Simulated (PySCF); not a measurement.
# AlPb−: bond curves at several levels of theory

One table from this session's results is given with a row withheld; the runs are named, their logs left out.

Computed with PySCF 2.14.0. Level: Al def2-SVPD, Pb def2-SVPD with ECP60, scalar-relativistic core potentials.

7 further runs of the same task are left out: 7 set aside as unsound or not needed.

The first run:

A driver script around PySCF takes these settings:

- atoms: Al, Pb
- charge: -1
- basis: Al def2-SVPD, Pb def2-SVPD with ECP60
- Hamiltonian: scalar-relativistic core potentials
- basis functions: 56
- electrons treated: 36
- masses in u: 26.9815, 207.9766
- levels: PBE0, PBE, r²SCAN, PW91, HSE06
- grid: 80 radial by 434 angular points
- occupations: held fixed by the projection of orbital angular momentum
- dissociation limit: Al− + Pb, each in its ground configuration
- starting distance in angstrom: 2.690
- values of 2S to try: 0, 2, 4

The run is started by

```bash
$ OMP_NUM_THREADS=1 python dia.py task.json out
```

Steps of the session up to this table: Input; The PBE0 curve of the state that the search chose; PBE (GGA); r²SCAN (meta-GGA); PW91 (GGA); HSE06 (range-separated hybrid).

One table of the session follows, with a row left open; its other results are not shown here.

It belongs to the step «The curves together». Energy (eV) from each level's lowest point:

```
R (Å)    PBE   PW91  r²SCAN   PBE0  HSE06
2.356  0.708  0.697   0.655  0.638  0.661
2.465  0.334  0.327   0.294  0.282  0.298
2.575  0.119  0.115   0.095  0.087  0.096
2.657  0.035  0.033   0.022  0.018  0.023
2.739  0.000  0.000   0.000  0.000  0.000
2.821  0.004  0.005   0.016  0.020  0.016
2.931  0.053  0.056   0.082  0.092  0.082
3.068  0.165  0.170   0.213  0.231  0.215
3.232      ?      ?       ?      ?      ?
3.451  0.612  0.620   0.704  0.741  0.713
```

Q: Estimate the row for R (Å) = 3.232 from the others.

Worked estimate for «PBE». A straight line through the neighbours (3.068, 0.165) and (3.451, 0.612) gives 0.165 + (0.612 − 0.165) × (3.232 − 3.068) / (3.451 − 3.068) = 0.356; a parabola fitted to 3 rows on both sides gives 0.332.

As computed: PBE: 0.343; PW91: 0.349; r²SCAN: 0.412; PBE0: 0.440; HSE06: 0.417. In «PBE» the line misses by +0.013 and the parabola by -0.011.
